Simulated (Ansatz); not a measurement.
# Be (fcc type): the cost of one run

Method: DFT, LDA, PAW with Ansatz's default frozen-core files, scalar-relativistic, in Ansatz 0.2.0.

1 further run of the same task is left out (it didn't finish). Runs told in other sessions of the task aren't counted.

### 1 The structure to begin with

Symmetry: Fm-3m, No. 225, cubic system. Conventional cell: a = 3.114 Å, b = 3.114 Å, c = 3.114 Å, α = 90.00°, β = 90.00°, γ = 90.00°. Be (site symmetry m-3m) is surrounded by 12 Be at 2.20 Å.

As a file:

```xyz
1
Lattice="0.0000 1.5571 1.5571 1.5571 0.0000 1.5571 1.5571 1.5571 0.0000" Properties=species:S:1:pos:R:3 pbc="T T T"
Be    0.0000    0.0000    0.0000
```

Whether this phase is the stable one at these pressures isn't tested.

### 2 Cell relaxed at zero pressure, PAW

Contents of input.yaml:

```yaml
crystal:
  lattice:
    - [0.0, 1.557129831, 1.557129831]
    - [1.557129831, 0.0, 1.557129831]
    - [1.557129831, 1.557129831, 0.0]
  atoms:
    - { symbol: Be, position: [0.0, 0.0, 0.0] }
kpoints:
  mp_grid: { grid: [21, 21, 21] }
scf:
  occupations: { method: fermi_dirac, width: 0.05 }
hamiltonian:
  xc: lda
  pseudopotentials: { kind: paw }
output:
  forces: true
  stress: true
  write_density: true
  write_potential: true
  elf: true
  volumetric_format: npy
relax:
  f_tol: 0.005
  max_steps: 40
  cell: {}
```

The run is started by

```sh
$ ansatz run input.yaml --threads 1 --pin off --max-ram 2048MiB --backend cpu --events-out ev --progress --plain --runs-dir out
```

Q: Estimate wall time and peak memory on 1 thread of Arm Neoverse V1, shared host.

About 4.8 s, with a peak of 0.27 GiB.
